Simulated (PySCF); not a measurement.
# C2H7O2PSi: the cost of one run

Programs: PySCF 2.14.0, with density-fitted response routines of our own. Each step states its level of theory. These are calculated values for one molecule in the gas phase, unless marked as measured. Atoms are numbered from 0 throughout.

## (1) The starting structure

13 atoms, charge 0, multiplicity 1; geometry from: GFN2-xTB. The atoms were then displaced at random by about 0.01 Å, so the start is not that level's minimum.

Bonds of the start (Å): C0–C1 1.51, C1–O2 1.20, C1–O3 1.30, O3–Si4 1.69, Si4–P5 2.24, C0–H6 1.10, C0–H7 1.07, C0–H8 1.12, Si4–H9 1.48, Si4–H10 1.44, P5–H11 1.39, P5–H12 1.40.

## (2) Relaxing the molecule at PBE0-D3(BJ)/def2-SVP

The job: settings as JSON, then the geometry in Å.

```
{"job": {"xc": "PBE0", "basis": "def2-SVP", "d3": "d3bj", "grid": 1, "shake": 0.01, "kind": "geom"}, "charge": 0, "multiplicity": 1}
C      2.448400     0.505160    -0.159200
C      1.284600    -0.422320     0.075910
O      1.376220    -1.591030     0.310070
O      0.136770     0.178030    -0.009200
Si    -1.302120    -0.695270     0.189400
P     -2.739850     0.938890    -0.327010
H      2.364780     0.913510    -1.178320
H      3.391050     0.024650    -0.031720
H      2.347650     1.377470     0.540860
H     -1.328440    -1.219490     1.573500
H     -1.373560    -1.772380    -0.770500
H     -2.716150     1.550790     0.922610
H     -3.883530     0.195110    -0.025320
```

On the command line:

```console
$ OMP_NUM_THREADS=1 python probes_run.py task.json out
```

This one command runs all jobs of the session in turn.

**Question.** How long does this first job take on 1 thread of Arm Neoverse V1, shared host, and how much memory does it need?

About 53 s, with a peak of 0.52 GiB.
